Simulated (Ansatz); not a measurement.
# SrB2Te4: the cost of one run

Method: DFT PBE, scalar-relativistic, plane waves, PAW, in Ansatz 0.2.0.

### 1 Starting point

The structure is tetragonal, space group I422 (No. 97). Conventional cell: a = 7.828 Å, b = 7.828 Å, c = 6.336 Å, α = 90.00°, β = 90.00°, γ = 90.00°. Sr (site symmetry 422) is surrounded by 8 Te at 3.30 Å. Around B (site symmetry 222) lie 4 Te at 2.48 Å. Te (site symmetry 2) has 2 B at 2.48 Å and 2 Sr at 3.30 Å as nearest neighbours.

As a file:

```xyz
7
Lattice="-3.9141 3.9141 3.1682 3.9141 -3.9141 3.1682 3.9141 3.9141 -3.1682" Properties=species:S:1:pos:R:3 pbc="T T T"
Sr    0.0000    0.0000    0.0000
B     0.0000    3.9141    0.0000
B     3.9141    0.0000    0.0000
Te    1.3487    5.2628    1.5841
Te    5.2628   -1.3487    1.5841
Te    2.5654    1.3487    1.5841
Te   -1.3487    2.5654    1.5841
```

The cell was made up by rule, so the compound may not exist in this form.

(A quick probe on a coarse mesh, which set the mesh and smearing, is not shown.)

### 3 A loose first relaxation

input.yaml reads:

```yaml
crystal:
  lattice:
    - [-3.9140993161, 3.9140993161, 3.1682445471]
    - [3.9140993161, -3.9140993161, 3.1682445471]
    - [3.9140993161, 3.9140993161, -3.1682445471]
  atoms:
    - { symbol: Sr, position: [0.0, 0.0, 0.0] }
    - { symbol: B, position: [0.5, 0.0, 0.5] }
    - { symbol: B, position: [0.0, 0.5, 0.5] }
    - { symbol: Te, position: [0.92228244, 0.42228244, 0.84456488] }
    - { symbol: Te, position: [0.07771756, 0.92228244, 0.5] }
    - { symbol: Te, position: [0.42228244, 0.57771756, 0.5] }
    - { symbol: Te, position: [0.57771756, 0.07771756, 0.15543512] }
basis:
  ecutwfc: 420
kpoints:
  mp_grid: { grid: [4, 4, 4] }
hamiltonian:
  xc: pbe
scf:
  occupations: { method: gaussian, width: 0.1 }
output:
  forces: true
  stress: true
  eigenvalues: true
relax:
  adjacent_minimum: "off"
  f_tol: 0.05
  max_steps: 80
  cell: { stress_tol: 0.5 }
```

**Question.** How long does this run take on 4 threads of an x86-64 CPU, shared host, and how much memory does it need?

About 24 s, with a peak of 0.73 GiB.
